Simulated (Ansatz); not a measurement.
# GaGe (F-43m) in Ansatz: a series of runs

The runs below take GaGe through single point, with PBE.

All numbers are computed with Ansatz 0.2.0; they aren't measurements. Logs are shortened: lines on timing, memory, paths and dates and some standing lists are left out, and cuts for length are marked.

### 1 The crystal as given

It takes space group F-43m (No. 216, cubic). The conventional cell has a = 5.796 Å, b = 5.796 Å, c = 5.796 Å, α = 90.00°, β = 90.00°, γ = 90.00°. Ge (site symmetry -43m) is surrounded by 4 Ga at 2.51 Å. Ga (site symmetry -43m) has 4 Ge at 2.51 Å as nearest neighbours.

The cell comes from a database or a generator and needn't be the stable form of this composition.

### 2 Single point, PBE

Input file input.yaml:

```yaml
crystal:
  lattice:
    - [0.0, 2.897844, 2.897844]
    - [2.897844, 0.0, 2.897844]
    - [2.897844, 2.897844, 0.0]
  atoms:
    - { symbol: Ge, position: [0.0, 0.0, 0.0] }
    - { symbol: Ga, position: [0.25, 0.25, 0.25] }
hamiltonian:
  xc: pbe
  pseudopotentials: { kind: paw }
kpoints:
  mp_grid: { grid: [8, 8, 8] }
scf:
  occupations: { method: gaussian, width: 0.013 }
output:
  forces: true
  stress: true
  eigenvalues: true
  write_density: true
  write_potential: true
  elf: true
  volumetric_format: npy
```

Potentials or basis: Ansatz PAW.

The run is started by

```
ansatz run input.yaml --threads 2 --pin off --max-ram 5632MiB --backend cpu --events-out ev --progress --plain --runs-dir out
```

Output:

```text
Warning: RAYON_NUM_THREADS=2 ignored (pool sized by the plan → 2); use --threads N
Engine: ansatz 0.2.0, aarch64-unknown-linux-gnu
Pseudopotentials: kind: paw
Pseudopotential: Ge, paw, valence charge 14, recommended cutoff 420 eV (normal), Ge.paw.azcp
Pseudopotential: Ga, paw, valence charge 13, recommended cutoff 420 eV (normal), Ga.paw.azcp
Functional definition: PBE
  parameter kappa = 0.804
  parameter beta = 0.06672455060314922
  exchange = pbe_x(kappa = kappa, mu = beta*pi^2/3)
  correlation = pbe_c(beta = beta)
Crystal: 2 atoms, lattice volume = 48.669 Å³
Basis set: ecut = 420 eV, 941 PW (Γ), exchange–correlation on 60×60×60 points (8 copies of the dense FFT grid, shifted against one another)
Bands: 18, of which v1, the nominal top of the filled ones, is band 14 counted from 1 (13 counted from 0)
Symmetry: 24 space group operations
Space group: F-43m (ITA 216), of the structure as read, at distance tolerance 3.7e-5 Å
k-points: 29 of 512 (time reversal used)
Non-local potential: Ge, projectors of the file, l = 0: 2, l = 1: 2, l = 2: 3, l = 3: 1
Non-local potential: Ga, projectors of the file, l = 0: 2, l = 1: 2, l = 2: 3, l = 3: 1
PAW form: soft (Blöchl's): semilocal exchange-correlation on the pseudo side does not see the compensation charge
PAW one-centre angular grid: Ge, 590 points (default); XC on 64 Gauss nodes
PAW one-centre angular grid: Ga, 590 points (default); XC on 64 Gauss nodes
Initial density: superposition of atomic densities (neutral atoms: chi_scale 0, normalization atom), corrected by the library's trained network
Initial wavefunctions: pseudopotential atomic-orbital guess
Functional: x = pbe(κ = 0.804, μ = 0.2195149727645171), c = pbe(β = 0.06672455060314922)
SCF iter   1: F=—  HF=-8077.673784 eV  |F-HF|=—  |Δ(HF+E_count)|=         —  Δρ=1.64e-3  dr2=1.35e-3  ethr=1.77e-3  ⟨swp⟩=6.0  Hψ=2433  notcnv=0
preconditioner: auto → LDOS  [insulator: Δε(μ)=0.279 eV  Ē_g=20.464 eV  σ=0.013 eV  W_gap=0.63  n_scr=14 (ndim 8)  ℏωp=27.7 eV  f_vac=0.056  D(μ)=8.68/eV (n_scr^D=168)  ε∞_Penn≈2.8  β→1.0]
SCF iter   2: F=—  HF=-8077.673998 eV  |F-HF|=—  |Δ(HF+E_count)|=   2.14e-4  Δρ=1.53e-3  dr2=7.77e-4  ethr=5.00e-6  ⟨swp⟩=2.1  Hψ=1262  notcnv=0  defer=16
SCF iter   3: F=—  HF=-8077.673639 eV  |F-HF|=—  |Δ(HF+E_count)|=   3.59e-4  Δρ=7.30e-4  dr2=2.20e-4  ethr=2.88e-6  ⟨swp⟩=2.0  Hψ=1012  notcnv=0  defer=16
SCF iter   4: F=—  HF=-8077.673552 eV  |F-HF|=—  |Δ(HF+E_count)|=   8.67e-5  Δρ=3.88e-4  dr2=7.86e-5  ethr=8.13e-7  ⟨swp⟩=2.0  Hψ=676  notcnv=0  defer=16
SCF iter   5: F=—  HF=-8077.673532 eV  |F-HF|=—  |Δ(HF+E_count)|=   2.03e-5  Δρ=2.35e-4  dr2=3.71e-5  ethr=2.91e-7  ⟨swp⟩=2.8  Hψ=887  notcnv=0  defer=16
SCF iter   6: F=—  HF=-8077.673520 eV  |F-HF|=—  |Δ(HF+E_count)|=   1.20e-5  Δρ=1.55e-4  dr2=1.75e-5  ethr=1.37e-7  ⟨swp⟩=3.0  Hψ=1028  notcnv=0  defer=16
SCF iter   7: F=—  HF=-8077.673517 eV  |F-HF|=—  |Δ(HF+E_count)|=   2.87e-6  Δρ=8.53e-5  dr2=4.44e-6  ethr=6.48e-8  ⟨swp⟩=2.4  Hψ=766  notcnv=0  defer=16
SCF iter   8: F=—  HF=-8077.673517 eV  |F-HF|=—  |Δ(HF+E_count)|=   3.31e-7  Δρ=4.90e-5  dr2=6.63e-7  ethr=1.65e-8  ⟨swp⟩=2.8  Hψ=865  notcnv=0  defer=16
SCF iter   9: F=-8077.673517 eV  HF=-8077.673517 eV  |F-HF|=1.58e-9  |Δ(HF+E_count)|=   3.75e-7  Δρ=2.00e-6  dr2=2.37e-9  ethr=3.70e-10  ⟨swp⟩=7.4  Hψ=3209  notcnv=0
SCF 1 converged in 9 iterations: F = -8077.673517 eV  dr2 = 2.37e-9
SCF converged after 9 iterations
Free energy (F): -8077.673517 eV
Harris-Foulkes:  -8077.673517 eV  (|F-HF|=1.58e-9)
Internal energy: -8077.672784 eV  (E = F + TS)
E sigma→0 (E₀):  -8077.673150 eV
Entropy (-TS):   -0.000733 eV (-0.367 meV/atom)
Fermi energy:    6.391339 eV
--- Per-component energies (eV) ---
  E_band       = -240.194003
  E_kinetic    = 225.159226
  E_local      = -4638.076867  (includes V_loc(G=0)·N_el)
  E_nonlocal   = 839.553915
  E_hartree    = 2085.923369
  E_xc         = -144.089349
  E_vxc        = -121.629531  (∫ρ·V_xc dr)
  E_paw        = -4004.606959  (= ΣΔE_a)
  E_vpaw       = -717.045611  (= ΣTr[D̂ρ^β])
  E_aug_tail   = 0.000234  (compensation charges beyond the density's cutoff)
  E_ewald      = -2441.536352
  E_smearing   = -0.000733  (= −TS)
  E_closure    = -0.000000  (closes the sum)
  Σ components = -8077.673517   (vs F -8077.673517, Δ=0.00e0)
--- Forces (eV/Å), atoms counted from 1 ---
  atom   1  Ge     0.00000000    -0.00000000     0.00000000
  atom   2  Ga    -0.00000000    -0.00000000     0.00000000
  max |Σ_I F_I| component: 1.11e-16 eV/Å
--- Stress (GPa, compression-positive) ---
        0.230639       0.000000       0.000000
       -0.000000       0.230639      -0.000000
        0.000000      -0.000000       0.230639
  P = ⅓ Tr σ = 0.2306 GPa (2.306 kbar)
--- Band table (eV; the first three rows and the last of 29) ---
  k-point 0: bands = ["-17.5760", "-17.5760", "-17.5760", "-17.5570", "-17.5570", "-7.9614", "-7.9614", "-7.9614", "-7.9018", "-7.9018", "-4.1779", "8.0425", "8.0425", "8.0425", "8.4193", "10.7178", "10.7178", "10.7178"]
  k-point 1: bands = ["-17.5759", "-17.5756", "-17.5756", "-17.5569", "-17.5569", "-7.9654", "-7.9588", "-7.9588", "-7.9021", "-7.9021", "-3.9953", "5.9578", "7.7408", "7.7408", "9.2485", "11.1252", "11.1252", "11.5041"]
  k-point 2: bands = ["-17.5759", "-17.5747", "-17.5747", "-17.5566", "-17.5566", "-7.9751", "-7.9530", "-7.9530", "-7.9020", "-7.9020", "-3.4686", "3.7047", "7.2321", "7.2321", "8.8870", "11.6821", "11.6821", "13.4614"]
  k-point 28: bands = ["-17.5757", "-17.5742", "-17.5705", "-17.5575", "-17.5549", "-7.9995", "-7.9379", "-7.9288", "-7.9098", "-7.9006", "-1.0819", "0.7001", "4.2078", "4.3204", "12.1254", "12.1625", "12.4932", "12.8184"]
```

Run time: 2 s. Hardware: 2 threads of Arm Neoverse V1, shared host; peak memory 0.34 GiB.

Results:

```
Free energy            : -8077.6735 eV
Pressure               : 0.2 GPa
Band gap on the k mesh : none (metal or under the smearing width)
```

### 3 Single point, PBE

Changes to input.yaml since step 2:

```diff
@@ -14,3 +14,3 @@
 scf:
-  occupations: { method: gaussian, width: 0.013 }
+  occupations: { method: gaussian, width: 0.014 }
 output:
@@ -19,5 +19 @@
   eigenvalues: true
-  write_density: true
-  write_potential: true
-  elf: true
-  volumetric_format: npy
```

Potentials or basis: Ansatz PAW.

The run is started by

```
ansatz run input.yaml --threads 2 --pin off --max-ram 5632MiB --backend cpu --events-out ev --progress --plain --runs-dir out
```

Run time: 1.6 s. Hardware: 2 threads of Arm Neoverse V1, shared host; peak memory 0.33 GiB.

Results (log left out):

```yaml
Free_energy: -8077.6736 eV
Pressure: 0.2 GPa
Band_gap_on_the_k_mesh: none (metal or under the smearing width)
```

Levels at points of the mesh, in eV from the Fermi level:
| k point | band 12 | band 13 | band 14 | band 15 | band 16 | band 17 |
| --- | --- | --- | --- | --- | --- | --- |
| (0.00, 0.00, 0.00) | 1.65 | 1.65 | 1.65 | 2.03 | 4.33 | 4.33 |
| (0.00, 0.00, -0.50) | -5.40 | 0.35 | 0.35 | 2.03 | 5.31 | 5.31 |
| (0.00, -0.50, -0.50) | -5.85 | -1.29 | -1.29 | 2.30 | 2.40 | 10.98 |

### 4 Single point, PBE

Changes to input.yaml since step 3:

```diff
@@ -14,3 +14,3 @@
 scf:
-  occupations: { method: gaussian, width: 0.014 }
+  occupations: { method: gaussian, width: 0.015 }
 output:
```

Potentials or basis: Ansatz PAW.

The run is started by

```
ansatz run input.yaml --threads 2 --pin off --max-ram 5632MiB --backend cpu --events-out ev --progress --plain --runs-dir out
```

Output:

```text
Warning: RAYON_NUM_THREADS=2 ignored (pool sized by the plan → 2); use --threads N
Engine: ansatz 0.2.0, aarch64-unknown-linux-gnu
Pseudopotentials: kind: paw
Pseudopotential: Ge, paw, valence charge 14, recommended cutoff 420 eV (normal), Ge.paw.azcp
Pseudopotential: Ga, paw, valence charge 13, recommended cutoff 420 eV (normal), Ga.paw.azcp
Functional definition: PBE
  parameter kappa = 0.804
  parameter beta = 0.06672455060314922
  exchange = pbe_x(kappa = kappa, mu = beta*pi^2/3)
  correlation = pbe_c(beta = beta)
Crystal: 2 atoms, lattice volume = 48.669 Å³
Basis set: ecut = 420 eV, 941 PW (Γ), exchange–correlation on 60×60×60 points (8 copies of the dense FFT grid, shifted against one another)
Bands: 18, of which v1, the nominal top of the filled ones, is band 14 counted from 1 (13 counted from 0)
Symmetry: 24 space group operations
Space group: F-43m (ITA 216), of the structure as read, at distance tolerance 3.7e-5 Å
k-points: 29 of 512 (time reversal used)
Non-local potential: Ge, projectors of the file, l = 0: 2, l = 1: 2, l = 2: 3, l = 3: 1
Non-local potential: Ga, projectors of the file, l = 0: 2, l = 1: 2, l = 2: 3, l = 3: 1
PAW form: soft (Blöchl's): semilocal exchange-correlation on the pseudo side does not see the compensation charge
PAW one-centre angular grid: Ge, 590 points (default); XC on 64 Gauss nodes
PAW one-centre angular grid: Ga, 590 points (default); XC on 64 Gauss nodes
Initial density: superposition of atomic densities (neutral atoms: chi_scale 0, normalization atom), corrected by the library's trained network
Initial wavefunctions: pseudopotential atomic-orbital guess
Functional: x = pbe(κ = 0.804, μ = 0.2195149727645171), c = pbe(β = 0.06672455060314922)
SCF iter   1: F=—  HF=-8077.673897 eV  |F-HF|=—  |Δ(HF+E_count)|=         —  Δρ=1.64e-3  dr2=1.35e-3  ethr=1.77e-3  ⟨swp⟩=6.0  Hψ=2433  notcnv=0
preconditioner: auto → LDOS  [insulator: Δε(μ)=0.279 eV  Ē_g=20.464 eV  σ=0.015 eV  W_gap=0.63  n_scr=14 (ndim 8)  ℏωp=27.7 eV  f_vac=0.056  D(μ)=7.60/eV (n_scr^D=136)  ε∞_Penn≈2.8  β→1.0]
SCF iter   2: F=—  HF=-8077.674117 eV  |F-HF|=—  |Δ(HF+E_count)|=   2.20e-4  Δρ=1.53e-3  dr2=7.74e-4  ethr=5.01e-6  ⟨swp⟩=2.1  Hψ=1259  notcnv=0  defer=16
SCF iter   3: F=—  HF=-8077.673755 eV  |F-HF|=—  |Δ(HF+E_count)|=   3.61e-4  Δρ=7.30e-4  dr2=2.15e-4  ethr=2.87e-6  ⟨swp⟩=2.0  Hψ=1012  notcnv=0  defer=16
SCF iter   4: F=—  HF=-8077.673666 eV  |F-HF|=—  |Δ(HF+E_count)|=   8.91e-5  Δρ=3.82e-4  dr2=7.38e-5  ethr=7.97e-7  ⟨swp⟩=2.0  Hψ=667  notcnv=0  defer=16
SCF iter   5: F=—  HF=-8077.673644 eV  |F-HF|=—  |Δ(HF+E_count)|=   2.22e-5  Δρ=2.23e-4  dr2=3.23e-5  ethr=2.73e-7  ⟨swp⟩=2.9  Hψ=888  notcnv=0  defer=16
SCF iter   6: F=—  HF=-8077.673633 eV  |F-HF|=—  |Δ(HF+E_count)|=   1.14e-5  Δρ=1.40e-4  dr2=1.39e-5  ethr=1.20e-7  ⟨swp⟩=3.0  Hψ=1036  notcnv=0  defer=16
SCF iter   7: F=—  HF=-8077.673630 eV  |F-HF|=—  |Δ(HF+E_count)|=   2.35e-6  Δρ=7.30e-5  dr2=3.16e-6  ethr=5.15e-8  ⟨swp⟩=2.0  Hψ=725  notcnv=0  defer=16
SCF iter   8: F=—  HF=-8077.673630 eV  |F-HF|=—  |Δ(HF+E_count)|=   2.00e-7  Δρ=4.21e-5  dr2=4.84e-7  ethr=1.17e-8  ⟨swp⟩=2.4  Hψ=812  notcnv=0  defer=16
SCF iter   9: F=-8077.673630 eV  HF=-8077.673630 eV  |F-HF|=6.25e-10  |Δ(HF+E_count)|=   2.72e-7  Δρ=2.05e-6  dr2=2.12e-9  ethr=3.70e-10  ⟨swp⟩=4.3  Hψ=2171  notcnv=0
SCF 1 converged in 9 iterations: F = -8077.673630 eV  dr2 = 2.12e-9
SCF converged after 9 iterations
Free energy (F): -8077.673630 eV
Harris-Foulkes:  -8077.673630 eV  (|F-HF|=6.25e-10)
Internal energy: -8077.672776 eV  (E = F + TS)
E sigma→0 (E₀):  -8077.673203 eV
Entropy (-TS):   -0.000854 eV (-0.427 meV/atom)
Fermi energy:    6.390655 eV
--- Per-component energies (eV) ---
  E_band       = -240.196417
  E_kinetic    = 225.158593
  E_local      = -4638.073915  (includes V_loc(G=0)·N_el)
  E_nonlocal   = 839.553635
  E_hartree    = 2085.920780
  E_xc         = -144.089212
  E_vxc        = -121.629328  (∫ρ·V_xc dr)
  E_paw        = -4004.606539  (= ΣΔE_a)
  E_vpaw       = -717.044790  (= ΣTr[D̂ρ^β])
  E_aug_tail   = 0.000234  (compensation charges beyond the density's cutoff)
  E_ewald      = -2441.536352
  E_smearing   = -0.000854  (= −TS)
  E_closure    = 0.000000  (closes the sum)
  Σ components = -8077.673630   (vs F -8077.673630, Δ=0.00e0)
--- Forces (eV/Å), atoms counted from 1 ---
  atom   1  Ge     0.00000000    -0.00000000    -0.00000000
  atom   2  Ga    -0.00000000     0.00000000     0.00000000
  max |Σ_I F_I| component: 8.33e-17 eV/Å
--- Stress (GPa, compression-positive) ---
        0.230099       0.000000       0.000000
       -0.000000       0.230099      -0.000000
        0.000000      -0.000000       0.230099
  P = ⅓ Tr σ = 0.2301 GPa (2.301 kbar)
--- Band table (eV; the first three rows and the last of 29) ---
  k-point 0: bands = ["-17.5761", "-17.5761", "-17.5761", "-17.5571", "-17.5571", "-7.9615", "-7.9615", "-7.9615", "-7.9019", "-7.9019", "-4.1779", "8.0424", "8.0424", "8.0424", "8.4192", "10.7178", "10.7178", "10.7178"]
  k-point 1: bands = ["-17.5761", "-17.5757", "-17.5757", "-17.5570", "-17.5570", "-7.9655", "-7.9588", "-7.9588", "-7.9021", "-7.9021", "-3.9954", "5.9578", "7.7407", "7.7407", "9.2484", "11.1252", "11.1252", "11.5041"]
  k-point 2: bands = ["-17.5760", "-17.5748", "-17.5748", "-17.5567", "-17.5567", "-7.9752", "-7.9530", "-7.9530", "-7.9021", "-7.9021", "-3.4686", "3.7047", "7.2321", "7.2321", "8.8869", "11.6821", "11.6821", "13.4614"]
  k-point 28: bands = ["-17.5758", "-17.5744", "-17.5707", "-17.5577", "-17.5550", "-7.9996", "-7.9379", "-7.9289", "-7.9099", "-7.9007", "-1.0820", "0.7000", "4.2077", "4.3204", "12.1253", "12.1624", "12.4932", "12.8184"]
```

Run time: 1.6 s. Hardware: 2 threads of Arm Neoverse V1, shared host; peak memory 0.33 GiB.

Results:

* Free energy: -8077.6736 eV
* Pressure: 0.2 GPa
* Band gap on the k mesh: none (metal or under the smearing width)

Levels at points of the mesh, in eV from the Fermi level:
```csv
k point,band 11,band 12,band 13,band 14,band 15,band 16,band 17,band 18
"(0.00, 0.00, 0.00)",-10.57,1.65,1.65,1.65,2.03,4.33,4.33,4.33
"(0.00, 0.00, -0.50)",-8.61,-5.40,0.35,0.35,2.03,5.31,5.31,8.16
"(0.00, -0.50, -0.50)",-7.55,-5.84,-1.29,-1.29,2.30,2.40,10.98,10.98
```

### 5 Single point, PBE

Changes to input.yaml since step 4:

```diff
@@ -14,3 +14,3 @@
 scf:
-  occupations: { method: gaussian, width: 0.015 }
+  occupations: { method: gaussian, width: 0.016 }
 output:
```

Potentials or basis: Ansatz PAW.

The run is started by

```
ansatz run input.yaml --threads 2 --pin off --max-ram 5632MiB --backend cpu --events-out ev --progress --plain --runs-dir out
```

Output:

```text
Warning: RAYON_NUM_THREADS=2 ignored (pool sized by the plan → 2); use --threads N
Engine: ansatz 0.2.0, aarch64-unknown-linux-gnu
Pseudopotentials: kind: paw
Pseudopotential: Ge, paw, valence charge 14, recommended cutoff 420 eV (normal), Ge.paw.azcp
Pseudopotential: Ga, paw, valence charge 13, recommended cutoff 420 eV (normal), Ga.paw.azcp
Functional definition: PBE
  parameter kappa = 0.804
  parameter beta = 0.06672455060314922
  exchange = pbe_x(kappa = kappa, mu = beta*pi^2/3)
  correlation = pbe_c(beta = beta)
Crystal: 2 atoms, lattice volume = 48.669 Å³
Basis set: ecut = 420 eV, 941 PW (Γ), exchange–correlation on 60×60×60 points (8 copies of the dense FFT grid, shifted against one another)
Bands: 18, of which v1, the nominal top of the filled ones, is band 14 counted from 1 (13 counted from 0)
Symmetry: 24 space group operations
Space group: F-43m (ITA 216), of the structure as read, at distance tolerance 3.7e-5 Å
k-points: 29 of 512 (time reversal used)
Non-local potential: Ge, projectors of the file, l = 0: 2, l = 1: 2, l = 2: 3, l = 3: 1
Non-local potential: Ga, projectors of the file, l = 0: 2, l = 1: 2, l = 2: 3, l = 3: 1
PAW form: soft (Blöchl's): semilocal exchange-correlation on the pseudo side does not see the compensation charge
PAW one-centre angular grid: Ge, 590 points (default); XC on 64 Gauss nodes
PAW one-centre angular grid: Ga, 590 points (default); XC on 64 Gauss nodes
Initial density: superposition of atomic densities (neutral atoms: chi_scale 0, normalization atom), corrected by the library's trained network
Initial wavefunctions: pseudopotential atomic-orbital guess
Functional: x = pbe(κ = 0.804, μ = 0.2195149727645171), c = pbe(β = 0.06672455060314922)
[... 12 lines left out ...]
SCF converged after 9 iterations
Free energy (F): -8077.673687 eV
Harris-Foulkes:  -8077.673687 eV  (|F-HF|=3.42e-10)
Internal energy: -8077.672773 eV  (E = F + TS)
E sigma→0 (E₀):  -8077.673230 eV
Entropy (-TS):   -0.000914 eV (-0.457 meV/atom)
Fermi energy:    6.390313 eV
--- Per-component energies (eV) ---
  E_band       = -240.197403
  E_kinetic    = 225.158320
  E_local      = -4638.072568  (includes V_loc(G=0)·N_el)
  E_nonlocal   = 839.553515
  E_hartree    = 2085.919598
  E_xc         = -144.089152
  E_vxc        = -121.629240  (∫ρ·V_xc dr)
  E_paw        = -4004.606367  (= ΣΔE_a)
  E_vpaw       = -717.044469  (= ΣTr[D̂ρ^β])
  E_aug_tail   = 0.000234  (compensation charges beyond the density's cutoff)
  E_ewald      = -2441.536352
  E_smearing   = -0.000914  (= −TS)
  E_closure    = 0.000000  (closes the sum)
  Σ components = -8077.673687   (vs F -8077.673687, Δ=0.00e0)
--- Forces (eV/Å), atoms counted from 1 ---
  atom   1  Ge     0.00000000    -0.00000000     0.00000000
  atom   2  Ga    -0.00000000     0.00000000    -0.00000000
  max |Σ_I F_I| component: 4.39e-17 eV/Å
--- Stress (GPa, compression-positive) ---
        0.229864      -0.000000       0.000000
        0.000000       0.229864      -0.000000
        0.000000      -0.000000       0.229864
  P = ⅓ Tr σ = 0.2299 GPa (2.299 kbar)
--- Band table (eV; the first three rows and the last of 29) ---
  k-point 0: bands = ["-17.5762", "-17.5762", "-17.5762", "-17.5572", "-17.5572", "-7.9615", "-7.9615", "-7.9615", "-7.9019", "-7.9019", "-4.1779", "8.0424", "8.0424", "8.0424", "8.4192", "10.7177", "10.7177", "10.7177"]
  k-point 1: bands = ["-17.5761", "-17.5758", "-17.5758", "-17.5571", "-17.5571", "-7.9655", "-7.9588", "-7.9588", "-7.9021", "-7.9021", "-3.9954", "5.9578", "7.7407", "7.7407", "9.2484", "11.1252", "11.1252", "11.5041"]
  k-point 2: bands = ["-17.5761", "-17.5749", "-17.5749", "-17.5568", "-17.5568", "-7.9752", "-7.9530", "-7.9530", "-7.9021", "-7.9021", "-3.4687", "3.7047", "7.2320", "7.2320", "8.8869", "11.6820", "11.6820", "13.4613"]
  k-point 28: bands = ["-17.5759", "-17.5744", "-17.5707", "-17.5577", "-17.5551", "-7.9996", "-7.9380", "-7.9289", "-7.9099", "-7.9007", "-1.0821", "0.7000", "4.2077", "4.3203", "12.1253", "12.1624", "12.4931", "12.8183"]
```

Wall time 1.6 s (2 threads of Arm Neoverse V1, shared host); peak memory 0.33 GiB.

Results:

* Free energy: -8077.6737 eV
* Pressure: 0.2 GPa
* Band gap on the k mesh: none (metal or under the smearing width)

[end of part 1 of 2]
